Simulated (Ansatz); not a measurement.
# MoSi2 (Si2Mo-type): a single-point run

Wanted: a converged single-point run for MoSi2 (Si2Mo-type), and a check of what comes out. The structure is shown as the input types it.

Computed with Ansatz 0.2.0 (DFT r2SCAN, scalar-relativistic, plane waves, PAW, unless a step's input says otherwise).

## 1. The starting structure

It takes space group I4/mmm (No. 139, tetragonal). Conventional cell: a = 3.202 Å, b = 3.202 Å, c = 7.817 Å, α = 90.00°, β = 90.00°, γ = 90.00°. Around Si (site symmetry 4mm) lie 5 Si at 2.58 to 2.63 Å and 5 Mo at 2.60 to 2.62 Å. Mo (site symmetry 4/mmm) is surrounded by 10 Si at 2.60 to 2.62 Å.

Coordinates:

```
Si Mo
1.0
    -1.60104    1.60104    3.90839
     1.60104   -1.60104    3.90839
     1.60104    1.60104   -3.90839
Si Mo
2 1
Direct
  0.33528 0.33528 0.00000
  0.66472 0.66472 0.00000
  0.00000 0.00000 0.00000
```

## 2. The run

input.yaml

```yaml
crystal:
  lattice:
    - [-1.6010447289, 1.6010447289, 3.9083925469]
    - [1.6010447289, -1.6010447289, 3.9083925469]
    - [1.6010447289, 1.6010447289, -3.9083925469]
  atoms:
    - { symbol: Si, position: [0.3352808695, 0.3352808695, 0.0] }
    - { symbol: Si, position: [0.6647191305, 0.6647191305, 0.0] }
    - { symbol: Mo, position: [0.0, 0.0, 0.0] }
basis:
  ecutwfc: 500
  ecutrho_ratio: 4
kpoints:
  mp_grid: { grid: [14, 14, 14] }
hamiltonian:
  xc: r2scan
scf:
  occupations: { method: gaussian, width: 0.05 }
  mixing: { algorithm: anderson, beta: 0.005, ndim: 1 }
  max_iter: 80
output:
  forces: true
  stress: true
```

Launch:

```bash
$ ansatz run input.yaml --threads 4 --pin off --max-ram 7168MiB --backend cpu --events-out ev --progress --plain --runs-dir out
```

**Question.** How will this run end, and is anything wrong with its input?

This run ends as converged. Convergence says nothing about whether the input makes sense.

In the input, scf.mixing.algorithm is anderson; scf.mixing.beta is 0.005; scf.mixing.ndim is 1. The risk: mixing too weak. The residual crept for many cycles and then fell at once, which so weak a step can't do by itself: the program changed its mixing. Several mixing settings were changed at once, so this run can't tell how much each is to blame.

To check: delete scf.mixing.algorithm, scf.mixing.beta and scf.mixing.ndim (the default then holds).
